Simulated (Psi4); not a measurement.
# GaH3 (SMILES [GaH3]): MP3/pcseg-1 (density fitting, density fitting for correlation)

What is the energy difference between two shapes of GaH3 at MP3/pcseg-1 (density fitting, density fitting for correlation)? 

The calculation is run with Psi4 1.11.

8 further runs of the same task are left out: 2 for a known fault of the program, 6 set aside as unsound or not needed.

**1. The molecule**

The species is GaH3 (4 atoms), meant as a singlet with charge 0. As SMILES, `[GaH3]`. The coordinates come from a PBE0-D4/def2-TZVP relaxation.

Bond lengths: Ga1–H2 1.568 Å, Ga1–H3 1.568 Å, Ga1–H4 1.568 Å. Angles: H2–Ga1–H3 120.0°, H2–Ga1–H4 120.0°, H3–Ga1–H4 120.0°.

**2. Energy and gradient at MP3/pcseg-1 (density fitting, density fitting for correlation)**

gah3.py reads:

```python
import psi4

psi4.set_memory('1600 MB')
psi4.set_num_threads(1)
psi4.set_output_file('psi4.out', False)

m = psi4.geometry("""
0 1
Ga     0.013400    -0.014900    -0.004600
H      1.252400     0.343800     0.887700
H     -0.552100    -1.477800    -0.009700
H     -0.658400     1.088700    -0.893700
units angstrom
symmetry c1
""")

options = {'basis': 'pcseg-1', 'freeze_core': True, 'mp_type': 'df', 'scf_type': 'df'}
psi4.set_options(options)

energy_value, wavefunction = psi4.gradient("mp3", molecule=m, return_wfn=True)
print('gradient / Eh bohr^-1')
print(energy_value.np.round(6))
print(f'energy = {wavefunction.energy():.10f} Eh')
```

Run with:

```console
$ python gah3.py
```

psi4.out:

```text
[...]
  Running in c1 symmetry.
[...]
  Nuclear repulsion =   31.962558411197463
[...]
  Multiplicity = 1
[...]
  Nalpha       = 17
  Nbeta        = 17
[...]
    Number of basis functions: 42
[...]
   @DF-RHF iter   1: -1924.12061110162836   -4.13030e+00   2.27474e-02 ADIIS/DIIS
[...]
   @DF-RHF iter  11: -1924.70346297378865    1.59162e-12   7.27231e-12 DIIS
[...]
    Orbital Energies [Eh]
    ---------------------
    Doubly Occupied:
       1A   -378.743851     2A    -48.131461     3A    -42.495955
       4A    -42.492815     5A    -42.492815     6A     -6.402534
       7A     -4.520033     8A     -4.513043     9A     -4.513042
      10A     -1.230915    11A     -1.224379    12A     -1.224379
      13A     -1.220227    14A     -1.220226    15A     -0.602770
      16A     -0.430974    17A     -0.430962
[...]
  @DF-RHF Final Energy: -1924.70346297378865
   => Energetics <=
    Nuclear Repulsion Energy =             31.9625584111974632
    One-Electron Energy =               -2749.5512759698503942
    Two-Electron Energy =                 792.8852545848644695
    Total Energy =                      -1924.7034629737886462
[...]
 Multipole Moments:
 ------------------------------------------------------------------------------------
     Multipole            Electronic (a.u.)      Nuclear  (a.u.)        Total (a.u.)
 ------------------------------------------------------------------------------------
 L = 1.  Multiply by 2.5417464519 to convert [e a0] to [Debye]
 Dipole X            :         -0.0027099            0.0016826           -0.0010273
 Dipole Y            :          0.0009563           -0.0005938            0.0003624
 Dipole Z            :          0.0029922           -0.0018805            0.0011117
 Magnitude           :                                                    0.0015565
[...]
	Warning: cc_lambda option is changed to TRUE
	For this residual convergence, default PCG convergence is:     1.00e-07
[...]
	DF-MP2 Total Energy (a.u.)         : -1924.79060444544666
[...]
	DF-MP3 Total Energy (a.u.)         : -1924.80710493392348
[...]
```

On the terminal:

```text
gradient / Eh bohr^-1
[[-7.500e-05  2.900e-05  6.400e-05]
 [ 1.506e-03  4.230e-04  1.045e-03]
 [-6.550e-04 -1.755e-03 -3.000e-05]
 [-7.760e-04  1.303e-03 -1.079e-03]]
energy = -1924.8071049339 Eh
```

Run time: 3.9 s. Hardware: 1 thread of Intel Xeon Platinum 8488C (Sapphire Rapids), shared host; peak memory 0.62 GiB.

**3. The distorted shape**

run.py reads:

```python
import numpy as np
from ase.calculators.psi4 import Psi4
from ase import Atoms

atoms = Atoms(['Ga', 'H', 'H', 'H'], positions=[
    [-0.039109, -0.025060, 0.076198],
    [1.364188, 0.512701, 0.876258],
    [-0.530797, -1.384961, -0.027533],
    [-0.585503, 1.181355, -0.872820],
])
calc = Psi4(atoms=atoms, method='mp3', basis='pcseg-1', memory='1600MB', num_threads=1, charge=0, multiplicity=1, label='gah3', reference='rhf')
calc.psi4.set_options({'freeze_core': True, 'mp_type': 'df', 'scf_type': 'df'})
atoms.calc = calc

forces = atoms.get_forces()
print(f'energy: {atoms.get_potential_energy():.6f} eV')
print('forces / eV A^-1')
print(np.round(forces, 5))
```

Run with:

```console
$ python run.py
```

gah3.dat:

```text
[...]
  Running in c1 symmetry.
[...]
  Nuclear repulsion =   31.597682058621718
[...]
  Multiplicity = 1
[...]
  Nalpha       = 17
  Nbeta        = 17
[...]
    Number of basis functions: 42
[...]
   @DF-RHF iter   1: -1924.09320370810906   -4.13936e+00   2.28153e-02 DIIS/ADIIS
[...]
   @DF-RHF iter  12: -1924.69105510297868    2.27374e-12   2.22894e-11 DIIS
[...]
    Orbital Energies [Eh]
    ---------------------
    Doubly Occupied:
       1A   -378.750790     2A    -48.138108     3A    -42.502566
       4A    -42.499927     5A    -42.499107     6A     -6.408645
       7A     -4.525957     8A     -4.519515     9A     -4.518773
      10A     -1.236765    11A     -1.230724    12A     -1.230343
      13A     -1.226601    14A     -1.225116    15A     -0.603786
      16A     -0.447401    17A     -0.405104
[...]
  @DF-RHF Final Energy: -1924.69105510297868
   => Energetics <=
    Nuclear Repulsion Energy =             31.5976820586217180
    One-Electron Energy =               -2748.6390181656461209
    Two-Electron Energy =                 792.3502810040458826
    Total Energy =                      -1924.6910551029786802
[...]
 Multipole Moments:
 ------------------------------------------------------------------------------------
     Multipole            Electronic (a.u.)      Nuclear  (a.u.)        Total (a.u.)
 ------------------------------------------------------------------------------------
 L = 1.  Multiply by 2.5417464519 to convert [e a0] to [Debye]
 Dipole X            :         -0.6203514            0.3614663           -0.2588850
 Dipole Y            :         -0.6736310            0.3803307           -0.2933003
 Dipole Z            :          0.3853936           -0.2500953            0.1352983
 Magnitude           :                                                    0.4139470
[...]
	Warning: cc_lambda option is changed to TRUE
	For this residual convergence, default PCG convergence is:     1.00e-07
[...]
	DF-MP2 Total Energy (a.u.)         : -1924.77849493475378
[...]
	DF-MP3 Total Energy (a.u.)         : -1924.79521752081837
[...]
```

On the terminal:

```text
energy: -52376.345682 eV
forces / eV A^-1
[[ 2.02986  3.2252  -0.18025]
 [-1.31691 -0.70765 -0.45822]
 [-0.72034 -1.86832  0.10913]
 [ 0.00739 -0.64924  0.52934]]
```

Wall time 3.9 s (1 thread of Intel Xeon Platinum 8488C (Sapphire Rapids), shared host); peak memory 0.63 GiB.

**4. Summary of results**

Level: MP3/pcseg-1 (density fitting, density fitting for correlation), 9 core orbitals frozen.

| quantity | value |
| --- | --- |
| first shape: total energy | -1924.80710 Eh |
| first shape: HOMO energy (Hartree–Fock orbitals) | -11.73 eV |
| first shape: LUMO energy (Hartree–Fock orbitals) | 0.85 eV |
| first shape: HOMO–LUMO gap (Hartree–Fock orbitals) | 12.57 eV |
| first shape: correlation energy (9 core orbitals frozen) | -103.6 mEh |
| first shape: largest force on an atom | 0.097 eV/Å |
| distorted shape: total energy | -1924.79522 Eh |
| distorted shape: HOMO energy (Hartree–Fock orbitals) | -11.02 eV |
| distorted shape: LUMO energy (Hartree–Fock orbitals) | 0.75 eV |
| distorted shape: HOMO–LUMO gap (Hartree–Fock orbitals) | 11.77 eV |
| distorted shape: correlation energy (9 core orbitals frozen) | -104.2 mEh |
| distorted shape: largest force on an atom | 3.815 eV/Å |
| energy change with the atoms displaced | 0.323 eV |

What this shows: With the atoms displaced the energy rises by 0.32 eV (7.5 kcal/mol). The first shape isn't relaxed at this level, so the change isn't measured from a minimum.
